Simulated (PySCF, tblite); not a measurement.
# C₄H₉BO₂Si: geometry, infrared bands and NMR shifts

Wanted: the infrared bands and NMR shifts of C₄H₉BO₂Si (`B[Si@@](O)(C#CC)OC`), by calculation.

Computed with tblite 0.8.0 and PySCF 2.14.0, with density-fitted response routines of our own, on a single molecule in the gas phase. Atoms count from 0, in the outputs and in this text.

## (1) The molecule as given

17 atoms, charge 0, multiplicity 1; geometry from: force field or distance geometry start.

Bonds of the start (Å): B0–Si1 1.93, Si1–O2 1.73, Si1–C3 1.83, C3–C4 1.21, C4–C5 1.48, Si1–O6 1.72, O6–C7 1.39, B0–H8 1.21, B0–H9 1.19, O2–H10 0.97, C5–H11 1.10, C5–H12 1.09, C5–H13 1.14, C7–H14 1.12, C7–H15 1.10, C7–H16 1.11.

## (2) Relaxing the molecule with GFN2-xTB

What the job is given:

```
{"job": {"kind": "relax", "xc": "GFN2-xTB", "basis": "xTB"}, "charge": 0, "multiplicity": 1}
B     -1.716200    -0.973700    -0.752300
Si    -0.823700    -0.590000     0.911900
O     -0.928900    -1.967800     1.952400
C      0.914000    -0.213700     0.493800
C      2.072100     0.027200     0.248100
C      3.480800     0.321500    -0.083200
O     -1.553800     0.800500     1.600900
C     -1.958300     1.609400     0.548300
H     -2.918100    -0.905100    -0.690100
H     -1.355700    -1.917000    -1.378900
H     -0.655500    -2.749300     1.445700
H      3.620500     1.378700    -0.355600
H      3.831000    -0.370200    -0.845200
H      4.137400     0.149900     0.827400
H     -2.721900     1.067000    -0.069300
H     -2.355100     2.577200     0.896900
H     -1.075700     1.767300    -0.111300
```

On the command line:

```console
OMP_NUM_THREADS=1 python probes_run.py task.json out
```

The driver reads the jobs from task.json and runs them one after another.

**Question.** This job is followed by: GFN2-xTB harmonic vibrations, gas phase; GIAO PBE0/pcSseg-1 NMR shielding, non-relativistic, gas phase. What will the session give for the following? strongest single infrared mode (GFN2-xTB); zero-point energy (GFN2-xTB); 13C shifts against TMS (PBE0/pcSseg-1); 1H shifts against TMS (PBE0/pcSseg-1, means over atoms taken as alike); 11B shifts against BF3·OEt2 (PBE0/pcSseg-1); 29Si shifts against TMS (PBE0/pcSseg-1); 17O shifts against H2O (PBE0/pcSseg-1).

**Answer**, as computed:

```
                                                              quantity                       value
                             strongest single infrared mode (GFN2-xTB)        836 cm⁻¹, 363 km/mol
                                          zero-point energy (GFN2-xTB)               76.3 kcal/mol
                                13C shifts against TMS (PBE0/pcSseg-1)  111.7, 86.9, 51.2, 5.8 ppm
1H shifts against TMS (PBE0/pcSseg-1, means over atoms taken as alike)  9.66, 3.98, 2.13, 2.01 ppm
                           11B shifts against BF3·OEt2 (PBE0/pcSseg-1)                   104.6 ppm
                               29Si shifts against TMS (PBE0/pcSseg-1)                   -36.6 ppm
                                17O shifts against H2O (PBE0/pcSseg-1)              51.7, 22.5 ppm
```

What this shows: Relaxing lowered the energy by 1.239 eV in 136 steps; the close pair that moved most is Si1–O2, from 1.730 to 1.633 Å. The lowest mode is imaginary (36i cm⁻¹), so the xTB geometry is not a minimum. The strongest single mode, at 836 cm⁻¹, moves mainly H10. Unscaled tight-binding wavenumbers are off by several per cent, some by more. Its intensities can rank the bands wrongly. At PBE0/pcSseg-1: The largest span, 276 ppm, is at C4, where the paramagnetic term is -199 ppm.
